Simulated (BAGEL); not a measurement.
# CH4BClO (SMILES COBCl): B3LYP/cc-pVDZ (density fitting with qzvpp-jkfit)

What is the energy change on altering one bond length of CH4BClO at B3LYP/cc-pVDZ (density fitting with qzvpp-jkfit)? 

The results are computed with BAGEL 1.2.2.

5 further runs of the same task are left out: 3 that didn't finish, 2 set aside as unsound or not needed. Runs told in other sessions of the task aren't counted.

## Step 1: The structure to begin with

CH4BClO has 8 atoms, charge 0, and is taken as a singlet. As SMILES, `COBCl`. Geometry: relaxed at PBE0-D4/def2-TZVP. This is one conformer, not always the lowest.

Bond lengths: C1–O2 1.416 Å, O2–B3 1.334 Å, B3–Cl4 1.755 Å, C1–H5 1.091 Å, C1–H6 1.093 Å, C1–H7 1.091 Å, B3–H8 1.195 Å. Angles: C1–O2–B3 121.8°, O2–B3–Cl4 118.3°, O2–C1–H5 108.7°, O2–C1–H6 111.5°, O2–C1–H7 108.6°, O2–B3–H8 122.7°, Cl4–B3–H8 119.0°, H5–C1–H6 109.5°, H5–C1–H7 109.0°, H6–C1–H7 109.5°.

## Step 2: A single-point energy at B3LYP/cc-pVDZ (density fitting with qzvpp-jkfit)

Contents of dft.json:

```json
{ "bagel" : [

{
  "title" : "molecule",
  "basis" : "cc-pvdz.json",
  "df_basis" : "qzvpp-jkfit",
  "angstrom" : "true",
  "geometry" : [
    { "atom" : "C", "xyz" : [    0.183600,    1.104700,   -0.077800 ] },
    { "atom" : "O", "xyz" : [    0.201900,   -0.193200,   -0.643400 ] },
    { "atom" : "B", "xyz" : [   -0.176100,   -1.267300,    0.051400 ] },
    { "atom" : "Cl", "xyz" : [   -0.116600,   -2.833000,   -0.740100 ] },
    { "atom" : "H", "xyz" : [   -0.475900,    1.736300,   -0.674900 ] },
    { "atom" : "H", "xyz" : [   -0.167400,    1.084900,    0.957000 ] },
    { "atom" : "H", "xyz" : [    1.194100,    1.514600,   -0.112600 ] },
    { "atom" : "H", "xyz" : [   -0.551400,   -1.204200,    1.184700 ] }
  ]
},
{
  "title" : "ks",
  "xc_func" : "b3lyp"
},
{
  "title" : "print",
  "file" : "orbitals.molden",
  "orbitals" : "true"
}

]}
```

The basis set cc-pVDZ is read from a file made from the Basis Set Exchange's data (not shown).

Launch:

```
$ BAGEL_NUM_THREADS=1 BAGEL dft.json > dft.out
```

The log of the run:

```text
* using 1 threads per process

  ===============================================================
  ===============================================================

  *** Geometry ***

  { "atom" : "C", "xyz" : [      0.346954,      2.087580,     -0.147021 ] },
  { "atom" : "O", "xyz" : [      0.381536,     -0.365095,     -1.215850 ] },
  { "atom" : "B", "xyz" : [     -0.332781,     -2.394850,      0.097132 ] },
  { "atom" : "Cl", "xyz" : [     -0.220342,     -5.353594,     -1.398586 ] },
  { "atom" : "H", "xyz" : [     -0.899321,      3.281131,     -1.275376 ] },
  { "atom" : "H", "xyz" : [     -0.316340,      2.050164,      1.808468 ] },
  { "atom" : "H", "xyz" : [      2.256522,      2.862179,     -0.212783 ] },
  { "atom" : "H", "xyz" : [     -1.041995,     -2.275608,      2.238759 ] },

  Number of auxiliary basis functions:      427

  Since a DF basis is specified, we compute 2- and 3-index integrals:
    o Being stored without compression. Storage requirement is 0.022 GB

  Number of basis functions:       80
  Number of electrons      :       40

    * METHOD: MOLECULE                             0.19

  *** Kohn-Sham DFT ***

    * Removing 14432 points whose weight is below 1.00e-10
    * Grid points: 104816

  === Nuclear Repulsion ===
   140.4722550682

       - DIIS with orbital gradients will be used.

  === KS iteration (b3lyp / cc-pvdz.json) ===
      0       -563.92474635          0.09456779           0.36
      1       -522.27573071          0.19890457           0.33
      2       -513.33862592          0.15818612           0.34
      3       -574.67249075          0.13393661           0.34
      4       -598.42566177          0.07389945           0.34
      5       -600.66766543          0.01939040           0.34
      6       -600.73169065          0.01833472           0.33
      7       -600.86245910          0.00672304           0.34
      8       -600.88766359          0.00259033           0.34
      9       -600.89045055          0.00112555           0.33
     10       -600.89109521          0.00024691           0.34
     11       -600.89115991          0.00004562           0.34
     12       -600.89116173          0.00001614           0.34
     13       -600.89116185          0.00000486           0.34
     14       -600.89116186          0.00000089           0.34
     15       -600.89116186          0.00000059           0.34
     16       -600.89116186          0.00000011           0.34
     17       -600.89116186          0.00000002           0.33
     18       -600.89116186          0.00000001           0.34
    * SCF iteration converged.

    * Permanent dipole moment:
           (   -0.000954,    -1.005934,    -0.393344) a.u.

    * METHOD: KS                                   7.05

    * METHOD: PRINT                                0.01

  ===============================================================
```

It took 7.5 s on 1 thread of Arm Neoverse V1, shared host; peak memory 0.4 GiB.

## Step 3: The distorted shape at the same level

Contents of calc.json:

```json
{ "bagel" : [

{
  "title" : "molecule",
  "basis" : "cc-pvdz.json",
  "df_basis" : "qzvpp-jkfit",
  "angstrom" : true,
  "geometry" : [
    { "atom" : "C", "xyz" : [    0.174675,    1.339546,    0.040921 ] },
    { "atom" : "O", "xyz" : [    0.192975,    0.041646,   -0.524679 ] },
    { "atom" : "B", "xyz" : [   -0.185025,   -1.032454,    0.170121 ] },
    { "atom" : "Cl", "xyz" : [   -0.116600,   -2.833000,   -0.740100 ] },
    { "atom" : "H", "xyz" : [   -0.484825,    1.971146,   -0.556179 ] },
    { "atom" : "H", "xyz" : [   -0.176325,    1.319746,    1.075721 ] },
    { "atom" : "H", "xyz" : [    1.185175,    1.749446,    0.006121 ] },
    { "atom" : "H", "xyz" : [   -0.560325,   -0.969354,    1.303421 ] }
  ]
},
{ "title" : "ks", "xc_func" : "b3lyp" },
{ "title" : "print", "file" : "orbitals.molden", "orbitals" : true }

]}
```

The basis set cc-pVDZ is read from a file made from the Basis Set Exchange's data (not shown).

Launch:

```
$ BAGEL_NUM_THREADS=1 BAGEL calc.json > calc.out
```

The log of the run:

```text
* using 1 threads per process

  ===============================================================
  ===============================================================

  *** Geometry ***

  { "atom" : "C", "xyz" : [      0.330088,      2.531375,      0.077329 ] },
  { "atom" : "O", "xyz" : [      0.364670,      0.078700,     -0.991500 ] },
  { "atom" : "B", "xyz" : [     -0.349647,     -1.951055,      0.321482 ] },
  { "atom" : "Cl", "xyz" : [     -0.220342,     -5.353594,     -1.398586 ] },
  { "atom" : "H", "xyz" : [     -0.916186,      3.724926,     -1.051026 ] },
  { "atom" : "H", "xyz" : [     -0.333206,      2.493958,      2.032818 ] },
  { "atom" : "H", "xyz" : [      2.239656,      3.305974,      0.011567 ] },
  { "atom" : "H", "xyz" : [     -1.058861,     -1.831814,      2.463109 ] },

  Number of auxiliary basis functions:      427

  Since a DF basis is specified, we compute 2- and 3-index integrals:
    o Being stored without compression. Storage requirement is 0.022 GB

  Number of basis functions:       80
  Number of electrons      :       40

    * METHOD: MOLECULE                             0.19

  *** Kohn-Sham DFT ***

    * Removing 14142 points whose weight is below 1.00e-10
    * Grid points: 105106

  === Nuclear Repulsion ===
   133.4900656071

       - DIIS with orbital gradients will be used.

  === KS iteration (b3lyp / cc-pvdz.json) ===
      0       -562.52075170          0.09682843           0.36
      1       -524.38735397          0.23253903           0.34
      2       -510.33126017          0.13950854           0.34
      3       -565.90981236          0.14562075           0.34
      4       -587.49172687          0.10251558           0.34
      5       -600.37685738          0.03085428           0.34
      6       -597.59434685          0.06840626           0.34
      7       -600.55110694          0.02082977           0.34
      8       -600.86503837          0.00447194           0.34
      9       -600.87304470          0.00204407           0.34
     10       -600.87488280          0.00100557           0.34
     11       -600.87539512          0.00026283           0.34
     12       -600.87543349          0.00002193           0.34
     13       -600.87543399          0.00000620           0.34
     14       -600.87543402          0.00000161           0.35
     15       -600.87543403          0.00000031           0.34
     16       -600.87543403          0.00000016           0.34
     17       -600.87543403          0.00000008           0.34
     18       -600.87543403          0.00000004           0.34
     19       -600.87543403          0.00000001           0.34
     20       -600.87543403          0.00000000           0.34
    * SCF iteration converged.

    * Permanent dipole moment:
           (    0.000004,    -1.499619,    -0.590314) a.u.

    * METHOD: KS                                   7.81

    * METHOD: PRINT                                0.01

  ===============================================================
```

It took 8.4 s on 1 thread of Arm Neoverse V1, shared host; peak memory 0.4 GiB.

## Step 4: Results

Level: B3LYP/cc-pVDZ (density fitting with qzvpp-jkfit).

| quantity | value |
| --- | --- |
| first shape: total energy | -600.89116 Eh |
| first shape: dipole moment | 2.75 D |
| first shape: HOMO energy | -8.32 eV |
| first shape: LUMO energy | -0.21 eV |
| first shape: HOMO–LUMO gap | 8.11 eV |
| distorted shape: total energy | -600.87543 Eh |
| distorted shape: dipole moment | 4.10 D |
| distorted shape: HOMO energy | -7.98 eV |
| distorted shape: LUMO energy | -0.72 eV |
| distorted shape: HOMO–LUMO gap | 7.26 eV |
| energy change with the B3–Cl4 bond stretched from 1.755 to 2.019 Å | 0.428 eV |

In words: With the B3–Cl4 bond stretched from 1.755 to 2.019 Å the energy rises by 0.43 eV (41.3 kJ/mol). The first shape isn't relaxed at this level, so the change isn't measured from a minimum.
